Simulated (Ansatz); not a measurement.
# MoW5: the cost of one run

Computed with Ansatz 0.2.0 (DFT PBE, scalar-relativistic, plane waves, PAW, unless a step's input says otherwise).

4 further runs of the same task are left out: 3 that didn't finish, 1 set aside as unsound or not needed. Runs told in other sessions of the task aren't counted.

## (1) The system as given

Symmetry: P4/mmm, No. 123, tetragonal system. The conventional cell has a = 3.180 Å, b = 3.180 Å, c = 9.542 Å, α = 90.00°, β = 90.00°, γ = 90.00°. Mo (site symmetry 4/mmm) has 8 W at 2.75 Å in its first shell of neighbours. W (site symmetry 4mm) has 4 Mo at 2.75 Å and 4 W at 2.76 Å in its first shell of neighbours. W (site symmetry 4mm) is surrounded by 8 W at 2.76 Å. Around W (site symmetry 4/mmm) lie 8 W at 2.76 Å.

Coordinates:

```
Mo W
1.0
     3.17984    0.00000    0.00000
     0.00000    3.17984    0.00000
     0.00000    0.00000    9.54179
Mo W
1 5
Direct
  0.50000 0.50000 0.50000
  0.00000 0.00000 0.66593
  0.50000 0.50000 0.83286
  0.00000 0.00000 0.00000
  0.50000 0.50000 0.16714
  0.00000 0.00000 0.33407
```

It is the end of an earlier relaxation with the same method, from a generated guess; it is a trial structure. At a tolerance of 0.05 Å it has space group P4/mmm (No. 123); it has 16.08 Å³/atom, an uncorrected energy of -0.00 eV/atom over the elements and, on its mesh, gap none (metal).

## (2) The cell scaled to 0.97 of its volume

input.yaml reads:

```yaml
crystal:
  lattice:
    - [3.1477183069, 0.0, 0.0]
    - [0.0, 3.1477183069, 0.0]
    - [0.0, 0.0, 9.4454059494]
  atoms:
    - { symbol: Mo, position: [0.5, 0.5, 0.5] }
    - { symbol: W, position: [0.0, 0.0, 0.665934] }
    - { symbol: W, position: [0.5, 0.5, 0.832858] }
    - { symbol: W, position: [0.0, 0.0, 0.0] }
    - { symbol: W, position: [0.5, 0.5, 0.167142] }
    - { symbol: W, position: [0.0, 0.0, 0.334066] }
basis:
  ecutwfc: 420
kpoints:
  mp_grid: { grid: [12, 12, 4] }
hamiltonian:
  xc: pbe
scf:
  occupations: { method: gaussian, width: 0.1 }
output:
  forces: true
  stress: true
  eigenvalues: true
relax:
  adjacent_minimum: "off"
  f_tol: 0.01
  max_steps: 30
  cell: { stress_tol: 0.1, fix: [volume] }
```

Started as:

```bash
> ansatz run input.yaml --threads 4 --pin off --max-ram 8192MiB --backend cpu --events-out ev --progress --plain --runs-dir out
```

What time and memory should one allow on 4 threads of Intel Xeon 6975P-C (Granite Rapids), shared host?

About 13 s, with a peak of 0.7 GiB.
